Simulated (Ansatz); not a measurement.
# GeO+ (doublet): geometry optimisation

Where does this start of GeO+ (doublet) end when it is relaxed?

The runs use Ansatz 0.2.0, Gaussian basis; UKS PBE0/def2-TZVP.

## Step 1: The system as given

2 atoms, charge 1, spin multiplicity 2.

Atoms are counted from 1 here; the program's logs count them from 0.

Bond lengths: Ge1–O2 1.730 Å.

The start is set by covalent radii. Sticks and bond lists go by distance. No spin-orbit coupling is included. 

## Step 2: The run

Contents of in.yaml:

```yaml
crystal:
  periodic: [false, false, false]
  atoms:
    - {symbol: Ge, position_ang: [0.000000, 0.000000, 0.000000]}
    - {symbol: O, position_ang: [0.000000, 0.000000, 1.729800]}
basis:
  gaussian: {orbitals: def2-TZVP}
total_charge: 1
magnetization: {spin_polarized: true, initial_magnetization: 1}
hamiltonian: {xc: pbe0}
relax: {f_tol: 0.004, max_steps: 80}
```

Run with:

```sh
ansatz run in.yaml --threads 1 --pin off --events-out ev --progress --plain --max-ram 2176MiB
```

Before running it: what results should come out? Wanted: energy gained; shift from the start; total energy; ⟨S²⟩.

The runs gave:

| quantity | value |
| --- | --- |
| steps | 4 |
| energy gained | 0.026 eV |
| shift from the start (rms) | 0.021 Å |
| total energy | -58545.8805 eV |
| ⟨S²⟩ | 0.756 |

In words: The bonds of the start are those of the end. Ge1–O2 went from 1.730 to 1.772 Å. No vibrations were run, so this is a stationary point, not a proven minimum, and this spin need not be the ground state's.
